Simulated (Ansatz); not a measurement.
# C: the cost of one run

Method: DFT r2SCAN, scalar-relativistic, plane waves, PAW, in Ansatz 0.2.0.

2 further runs of the same task are left out: 2 set aside as unsound or not needed.

## Step 1: The structure to begin with

It takes space group Fd-3m (No. 227, cubic). The conventional cell has a = 3.560 Å, b = 3.560 Å, c = 3.560 Å, α = 90.00°, β = 90.00°, γ = 90.00°. C (site symmetry -43m) has 4 C at 1.54 Å as nearest neighbours.

As a file:

```xyz
16
Lattice="0.0000 3.5603 -3.5603 3.5603 3.5603 0.0000 3.5603 0.0000 -3.5603" Properties=species:S:1:pos:R:3 pbc="T T T"
C     3.5603    3.5603   -1.7801
C     1.7801    1.7801   -1.7801
C     3.5603    5.3404   -3.5603
C     1.7801    3.5603   -3.5603
C     5.3404    3.5603   -3.5603
C     3.5603    1.7801   -3.5603
C     5.3404    5.3404   -5.3404
C     3.5603    3.5603   -5.3404
C     0.8901    0.8901   -0.8901
C     2.6702    2.6702   -0.8901
C     0.8901    2.6702   -2.6702
C     2.6702    4.4504   -2.6702
C     2.6702    0.8901   -2.6702
C     4.4504    2.6702   -2.6702
C     2.6702    2.6702   -4.4504
C     4.4504    4.4504   -4.4504
```

It is built from the cell relaxed beforehand with the same method (5.64 Å³/atom).

## Step 2: Zero of the scan

The input, input.yaml:

```yaml
crystal:
  lattice:
    - [0.0, 3.5602834138, -3.5602834138]
    - [3.5602834138, 3.5602834138, 0.0]
    - [3.5602834138, 0.0, -3.5602834138]
  atoms:
    - { symbol: C, position: [0.25, 0.75, 0.25] }
    - { symbol: C, position: [0.25, 0.25, 0.25] }
    - { symbol: C, position: [0.75, 0.75, 0.25] }
    - { symbol: C, position: [0.75, 0.25, 0.25] }
    - { symbol: C, position: [0.25, 0.75, 0.75] }
    - { symbol: C, position: [0.25, 0.25, 0.75] }
    - { symbol: C, position: [0.75, 0.75, 0.75] }
    - { symbol: C, position: [0.75, 0.25, 0.75] }
    - { symbol: C, position: [0.125, 0.125, 0.125] }
    - { symbol: C, position: [0.125, 0.625, 0.125] }
    - { symbol: C, position: [0.625, 0.125, 0.125] }
    - { symbol: C, position: [0.625, 0.625, 0.125] }
    - { symbol: C, position: [0.125, 0.125, 0.625] }
    - { symbol: C, position: [0.125, 0.625, 0.625] }
    - { symbol: C, position: [0.625, 0.125, 0.625] }
    - { symbol: C, position: [0.625, 0.625, 0.625] }
basis:
  ecutwfc: 500
kpoints:
  mp_grid: { grid: [6, 6, 6] }
hamiltonian:
  xc: r2scan
scf:
  occupations: { method: gaussian, width: 0.05 }
output:
  forces: true
  stress: true
  eigenvalues: true
  write_density: true
  write_potential: true
  elf: true
  volumetric_format: npy
```

On the command line:

```
$ ansatz run input.yaml --threads 2 --pin off --max-ram 5120MiB --backend cpu --events-out ev --progress --plain --runs-dir out
```

What time and memory should one allow on 2 threads of Oxide Virtual Turin-like (Zen 5), shared host?

About 3.8 s, with a peak of 0.7 GiB.
